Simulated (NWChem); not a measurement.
**CH5FOSn (SMILES FC[O][SnH3]) at 5 levels**

Aim: a comparison of 5 runs (HF/STO-3G, HF/3-21G, B3LYP/def2-SVP, M06-2X/def2-SVP, PBE0/def2-SVP) of CH5FOSn. 

The results are computed with NWChem 7.3.0.

57 further runs of the same task are left out: 57 set aside as unsound or not needed. Runs told in other sessions of the task aren't counted.

## (1) The system as given

CH5FOSn: 9 atoms, total charge 0, spin state singlet. As SMILES, `FC[O][SnH3]`. The Sn4–H9 distance was set to 3.737 Å, away from the relaxed value. At this shape a bond of the SMILES string is far longer than usual.

Bond lengths: F1–C2 1.398 Å, C2–O3 1.354 Å, O3–Sn4 1.991 Å, C2–H5 1.100 Å, C2–H6 1.095 Å, Sn4–H7 1.705 Å, Sn4–H8 1.700 Å. Angles: F1–C2–O3 110.7°, C2–O3–Sn4 118.4°, F1–C2–H5 105.2°, F1–C2–H6 106.7°, O3–C2–H5 113.4°, O3–C2–H6 109.7°, O3–Sn4–H7 106.3°, O3–Sn4–H8 101.6°, H5–C2–H6 110.9°, H7–Sn4–H8 113.4°.

## (2) The energy at HF/STO-3G (run 1)

The input, run.py:

```python
from ase import Atoms
from ase.calculators.nwchem import NWChem

atoms = Atoms('FCOSnHHHHH', positions=[
    [-1.453832, 0.476691, 1.369128],
    [-2.148532, -0.711409, 1.615428],
    [-1.593032, -1.740909, 0.932628],
    [0.382268, -1.979009, 1.017928],
    [-2.115832, -0.843509, 2.706928],
    [-3.176132, -0.552909, 1.271528],
    [0.833068, -1.667809, 2.632428],
    [0.550768, -3.610609, 0.572328],
    [1.953500, 0.363100, -1.434400],
])

calc = NWChem(
    label='sp',
    theory='scf',
    memory='2200 mb',
    basis='STO-3G',
    basispar='spherical bse',
    scf={'nopen': '0', 'rhf': None, 'thresh': '1e-08', 'maxiter': '80'},
    task='energy',
)
atoms.calc = calc

e = atoms.get_potential_energy()
print(f"E = {e:.6f} eV")
print("dipole (e A):", atoms.get_dipole_moment().round(4))
```

On the command line:

```
export ASE_NWCHEM_COMMAND="nwchem PREFIX.nwi > PREFIX.nwo"
python run.py
```

Standard output:

```text
E = -168035.177411 eV
dipole (e A): [ 0.0701 -0.3571  0.3546]
```

The calculator wrote sp.nwi:

```
title "sp"

permanent_dir sp

scratch_dir sp

start sp

geometry units angstrom nocenter noautosym noautoz
  F  -1.4538320000000000e+00 4.7669099999999998e-01 1.3691279999999999e+00
  C  -2.1485319999999999e+00 -7.1140899999999996e-01 1.6154280000000001e+00
  O  -1.5930320000000000e+00 -1.7409090000000000e+00 9.3262800000000001e-01
  Sn 3.8226800000000000e-01 -1.9790090000000000e+00 1.0179279999999999e+00
  H  -2.1158320000000002e+00 -8.4350899999999995e-01 2.7069280000000000e+00
  H  -3.1761320000000000e+00 -5.5290899999999998e-01 1.2715280000000000e+00
  H  8.3306800000000003e-01 -1.6678090000000001e+00 2.6324280000000000e+00
  H  5.5076800000000004e-01 -3.6106090000000002e+00 5.7232799999999995e-01
  H  1.9535000000000000e+00 3.6309999999999998e-01 -1.4343999999999999e+00
end

memory 2200 mb

basis spherical bse noprint
   * library STO-3G
end

scf
  nopen 0
  rhf
  thresh 1e-08
  maxiter 80
end

task scf energy
```

sp.nwo:

```text
Northwest Computational Chemistry Package (NWChem) 7.3.0
             --------------------------------------------------------

           Job information
           ---------------

    nwchem branch   = 7.3.0
    use scalapack   = T
    input           = sp.nwi
    prefix          = sp.
    data base       = sp/sp.db
    status          = startup
    nproc           =        1

           Memory information
           ------------------

    heap     =     72089596 doubles =      550.0 Mbytes
    stack    =     72089601 doubles =      550.0 Mbytes
    global   =    144179200 doubles =     1100.0 Mbytes (distinct from heap & stack)
    total    =    288358397 doubles =     2200.0 Mbytes
    verify   = yes
    hardfail = no

[... 138 lines left out ...]
 Convergence threshold     :          1.000E-08
[... 16 lines left out ...]
       Final RHF  results
[... 3 lines left out ...]
      One-electron energy =  -9286.249371380223
[... 1 line left out ...]
 Nuclear repulsion energy =    373.388343567359
[... 55 lines left out ...]
                       ROHF Final Molecular Orbital Analysis
[... 230 lines left out ...]
  Mulliken analysis of the total density
  --------------------------------------

    Atom       Charge   Shell Charges
 -----------   ------   -------------------------------------------------------
    1 F    9     9.18   2.00  1.95  5.24
    2 C    6     5.86   1.99  1.16  2.71
    3 O    8     8.43   2.00  1.83  4.60
[... 5 lines of this table left out ...]
    9 H    1     1.16   1.16

       Multipole analysis of the density wrt the origin
       ------------------------------------------------

     L   x y z        total         open         nuclear
     -   - - -        -----         ----         -------
     0   0 0 0     -0.000000      0.000000     78.000000

     1   1 0 0      0.132471      0.000000    -40.744692
[... 8 lines of this table left out ...]
     2   0 0 2    -30.329945      0.000000    391.226030

 Task  times  cpu:       10.5s     wall:       10.5s
 Total times  cpu:       10.5s     wall:       10.5s
```

Run time: 12 s. Hardware: 1 thread of Intel Xeon Platinum 8375C at 2.90GHz (Ice Lake), shared host; peak memory 0.099 GiB.

## (3) The energy at HF/3-21G (run 2)

The input, nw.xyz:

```xyz
9
CH5FOSn
F     -1.453832     0.476691     1.369128
C     -2.148532    -0.711409     1.615428
O     -1.593032    -1.740909     0.932628
Sn     0.382268    -1.979009     1.017928
H     -2.115832    -0.843509     2.706928
H     -3.176132    -0.552909     1.271528
H      0.833068    -1.667809     2.632428
H      0.550768    -3.610609     0.572328
H      1.953500     0.363100    -1.434400
```

The input, run.py:

```python
from ase.io import read
from ase.calculators.nwchem import NWChem

mol = read('nw.xyz')

calc = NWChem(
    label='nw',
    theory='scf',
    memory='2200 mb',
    basis='3-21G',
    basispar='spherical bse',
    scf={'nopen': '0', 'rhf': None, 'thresh': '1e-08', 'maxiter': '80'},
    task='energy',
)
mol.calc = calc

print("Total energy (eV):", round(mol.get_potential_energy(), 6))
print("dipole (e A):", mol.get_dipole_moment().round(4))
```

On the command line:

```
export ASE_NWCHEM_COMMAND="nwchem PREFIX.nwi > PREFIX.nwo"
python run.py
```

Standard output:

```text
Total energy (eV): -168982.059289
dipole (e A): [-0.0482 -0.5053  0.5616]
```

The calculator wrote nw.nwi:

```
title "nw"

permanent_dir nw

scratch_dir nw

start nw

geometry units angstrom nocenter noautosym noautoz
  F  -1.4538320000000000e+00 4.7669099999999998e-01 1.3691279999999999e+00
  C  -2.1485319999999999e+00 -7.1140899999999996e-01 1.6154280000000001e+00
  O  -1.5930320000000000e+00 -1.7409090000000000e+00 9.3262800000000001e-01
  Sn 3.8226800000000000e-01 -1.9790090000000000e+00 1.0179279999999999e+00
  H  -2.1158320000000002e+00 -8.4350899999999995e-01 2.7069280000000000e+00
  H  -3.1761320000000000e+00 -5.5290899999999998e-01 1.2715280000000000e+00
  H  8.3306800000000003e-01 -1.6678090000000001e+00 2.6324280000000000e+00
  H  5.5076800000000004e-01 -3.6106090000000002e+00 5.7232799999999995e-01
  H  1.9535000000000000e+00 3.6309999999999998e-01 -1.4343999999999999e+00
end

memory 2200 mb

basis spherical bse noprint
   * library 3-21G
end

scf
  nopen 0
  rhf
  thresh 1e-08
  maxiter 80
end

task scf energy
```

nw.nwo:

```text
Northwest Computational Chemistry Package (NWChem) 7.3.0
             --------------------------------------------------------

           Job information
           ---------------

    nwchem branch   = 7.3.0
    use scalapack   = T
    input           = nw.nwi
    prefix          = nw.
    data base       = nw/nw.db
    status          = startup
    nproc           =        1

           Memory information
           ------------------

    heap     =     72089596 doubles =      550.0 Mbytes
    stack    =     72089601 doubles =      550.0 Mbytes
    global   =    144179200 doubles =     1100.0 Mbytes (distinct from heap & stack)
    total    =    288358397 doubles =     2200.0 Mbytes
    verify   = yes
    hardfail = no

[... 138 lines left out ...]
 Convergence threshold     :          1.000E-08
[... 13 lines left out ...]
       Final RHF  results
[... 3 lines left out ...]
      One-electron energy =  -9310.395173212195
[... 1 line left out ...]
 Nuclear repulsion energy =    373.388343567359
[... 57 lines left out ...]
                       ROHF Final Molecular Orbital Analysis
[... 249 lines left out ...]
  Mulliken analysis of the total density
  --------------------------------------

    Atom       Charge   Shell Charges
 -----------   ------   -------------------------------------------------------
    1 F    9     9.42   1.99  0.44  2.46  1.55  2.98
    2 C    6     5.66   1.99  0.40  1.49  0.82  0.96
    3 O    8     8.82   1.99  0.41  2.09  1.52  2.82
[... 5 lines of this table left out ...]
    9 H    1     1.12   0.23  0.89

       Multipole analysis of the density wrt the origin
       ------------------------------------------------

     L   x y z        total         open         nuclear
     -   - - -        -----         ----         -------
     0   0 0 0     -0.000000      0.000000     78.000000

     1   1 0 0     -0.091004      0.000000    -40.744692
[... 8 lines of this table left out ...]
     2   0 0 2    -32.658131      0.000000    391.226030

 Task  times  cpu:        7.1s     wall:        7.1s
 Total times  cpu:        7.1s     wall:        7.1s
```

Wall time 8.1 s (1 thread of Intel Xeon Platinum 8375C at 2.90GHz (Ice Lake), shared host); peak memory 0.099 GiB.

Runs 3 to 4 aren't shown in full; the table further down has their settings and results.

## (4) The energy at PBE0/def2-SVP (core potential) (run 5)

nw.xyz is that of step 3.

The input, nw.nw:

```
echo
start nw
title "CH5FOSn"
memory total 2200 mb
charge 0

geometry units angstroms noautosym nocenter noautoz
   load format xyz nw.xyz
end

basis spherical bse
   * library def2-SVP
end

ecp bse
   Sn library def2-SVP
end

dft
   xc pbe0
   grid fine
   convergence energy 1e-08
   iterations 100
   mulliken
end

task dft energy
```

On the command line:

```
nwchem nw.nw > nw.out
```

Standard output:

```text
[...]
          Wavefunction type:  closed shell.
          No. of atoms     :     9
          No. of electrons :    50
[...]
          Charge           :     0
          Spin multiplicity:     1
[...]
          AO basis - number of functions:    93
[...]
              XC Information
              --------------
                         PBE0 Method XC Functional
                     Hartree-Fock (Exact) Exchange  0.250
          PerdewBurkeErnzerhof Exchange Functional  0.750
            Perdew 1991 LDA Correlation Functional  1.000 local
           PerdewBurkeErnz. Correlation Functional  1.000 non-local
[...]
 d= 0,ls=0.0,diis     1   -429.7366342084 -6.40D+02  2.85D-02  9.47D-01     2.7
[...]
 d= 0,ls=0.0,diis    12   -429.9075841364  9.21D-09  3.44D-06  9.53D-08    23.7
         Total DFT energy =     -429.907584136369
      One electron energy =    -1090.935276690044
           Coulomb energy =      494.952253179103
    Exchange-Corr. energy =      -44.022654207084
 Nuclear repulsion energy =      210.098093581656
[...]
      Total Density - Mulliken Population Analysis
     ---------------------------------------------
    Atom       Charge   Shell Charges
 -----------   ------   -------------------------------------------------------
    1 F    9     9.30   1.99  1.13  0.81  3.33  2.03  0.01
    2 C    6     5.58   1.99  0.92  0.08  1.97  0.53  0.11
    3 O    8     8.53   1.99  1.07  0.75  2.84  1.87  0.01
    4 Sn  22    21.41   0.42  1.60  1.12  0.30  2.76  3.25  1.25  0.57  9.73  0.41
    5 H    1     0.98   0.77  0.19  0.02
    6 H    1     0.96   0.76  0.18  0.02
    7 H    1     1.06   0.67  0.38  0.01
    8 H    1     1.05   0.67  0.37  0.01
    9 H    1     1.13   0.48  0.66  0.00
[...]
```

Wall time 24 s (1 thread of Intel Xeon Platinum 8375C at 2.90GHz (Ice Lake), shared host); peak memory 0.12 GiB.

## (5) The series

```
run                             level  iteration cap  module   energy (Eh)  dipole moment (D)  HOMO energy (eV)  LUMO energy (eV)  wall time
  1                         HF/STO-3G             80     scf  -6175.178922               2.44             -3.81              1.59       12 s
  2                          HF/3-21G             80     scf  -6209.976189               3.64             -7.45             -1.48      8.1 s
  3   B3LYP/def2-SVP (core potential)            100     dft   -430.210430               3.54             -6.20             -4.44       34 s
  4  M06-2X/def2-SVP (core potential)            100     dft   -429.961830               3.91             -6.86             -3.44       32 s
  5    PBE0/def2-SVP (core potential)            100     dft   -429.907584               3.57             -6.29             -4.26       24 s
```

## (6) Outcome

| quantity | value |
| --- | --- |
| run 5: total energy | -429.90758 Eh |
| run 5: dipole moment | 3.57 D |
| run 5: HOMO energy | -6.29 eV |
| run 5: LUMO energy | -4.26 eV |
| run 5: HOMO–LUMO gap | 2.03 eV |

The dipole moment (its size) runs from 2.44 D (HF/STO-3G) to 3.91 D (M06-2X/def2-SVP). The two ends differ in method and basis and core potential. The HOMO–LUMO gap runs from 1.76 eV (B3LYP/def2-SVP) to 5.97 eV (HF/3-21G). Totals of different functionals can't be ranked against each other. Some runs of one species differ in core potentials or relativity; totals across that change don't compare. In run 1 the basis is minimal, so the values are rough. In all runs a closed-shell determinant meets a far-stretched bond; if it breaks into open shells, such a determinant describes it badly, and no broken-symmetry solution was shown. In runs 1, 2 relativity is left out where basis or elements ask for it. All runs together took 1.8 min, the longest 34 s.
